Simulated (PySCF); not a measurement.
# Cs2H2: other functionals and bases at one geometry

One table from this session's results is given with a row withheld; the runs are named, their logs left out.

The runs use PySCF 2.14.0; several levels, as the steps say, no spin–orbit coupling.

1 further run of the same task is left out (for a known fault of the program).

## Where the work starts

4 atoms, charge 0, spin multiplicity 1.

Bond lengths: Cs1–H3 2.811 Å, Cs1–H4 2.811 Å, Cs2–H3 2.811 Å, Cs2–H4 2.811 Å. Angles: H3–Cs1–H4 81.6°, H3–Cs2–H4 81.6°, Cs1–H3–Cs2 98.4°, Cs1–H4–Cs2 98.4°.

As a file:

```xyz
4
Cs2H2
Cs    0.0000    0.0000    2.1275
Cs    0.0000    0.0000   -2.1275
H     1.8367    0.0000    0.0000
H    -1.8367    0.0000    0.0000
```

Formal oxidation states: Cs +1. An earlier session relaxed this geometry at PBE, Cs def2-SVP with ECP46, H def2-SVP (singlet, point group D2h).

At PBE on the finer grid: E = -41.461490 Eh, HOMO -3.06 eV, LUMO -0.95 eV, Mulliken charge on Cs1 +0.37 e, largest force component 0.004 eV/Å. 

Levels to run: TPSS; r2SCAN; HF; CAM-B3LYP; PBE, TZVP; PBE, x2c-SVP. Hardware: 2 threads of AMD EPYC 7B13 (Zen 3), shared host.

Set-up of the first run:

Input file run.py (the lines that set the calculation):

```python
mol = gto.M(atom='''
Cs     0.00000     0.00000     2.12753
Cs     0.00000     0.00000    -2.12753
H      1.83668     0.00000     0.00000
H     -1.83668     0.00000     0.00000''',
    basis={'Cs': 'def2-SVP', 'H': 'def2-SVP'},
    ecp={'Cs': 'def2-SVP'},
    charge=0, spin=0)
mf = dft.RKS(mol, xc='TPSS')
mf.grids.atom_grid = (75, 302)
mf = mf.density_fit()  # fitting sets: Cs def2-universal-JKFIT, H def2-universal-JKFIT
mf.conv_tol = 1e-08; mf.max_cycle = 55
mf.kernel(dm0)  # dm0: the density of the relaxed state
```

On the command line:

```sh
$ OMP_NUM_THREADS=2 python run.py
```

Steps of the session up to this table: TPSS; r2SCAN; HF; CAM-B3LYP; PBE, TZVP; PBE, x2c-SVP.

One table of the session follows, with a row left open; its other results are not shown here.

| level | HOMO (eV) | gap (eV) | charge on Cs1 (e) | largest force component (eV/Å) |
| --- | --- | --- | --- | --- |
| PBE (relaxed here) | -3.06 | 2.11 | 0.37 | 0.00 |
| TPSS | -3.13 | 2.34 | 0.45 | 0.03 |
| r2SCAN | -3.11 | 2.75 | 0.44 | 0.05 |
| HF | -6.35 | 6.75 | 0.55 | 0.29 |
| CAM-B3LYP | -5.21 | 5.09 | 0.44 | 0.04 |
| PBE, TZVP | -3.18 | 2.27 | 0.47 | 0.13 |
| PBE, x2c-SVP | ? | ? | ? | ? |

Q: Estimate the row for PBE, x2c-SVP from the others.

As computed: HOMO (eV): -3.16; gap (eV): 2.26; charge on Cs1 (e): 0.42; largest force component (eV/Å): 0.24. In the column «HOMO (eV)» it lies between PBE, TZVP (-3.18) and TPSS (-3.13).

In one basis the HOMO–LUMO gap runs from 2.11 eV (PBE) to 6.75 eV (HF). The largest leftover force, 0.29 eV/Å with HF, stands at a geometry relaxed at another level. Total energies of different levels can't be compared.
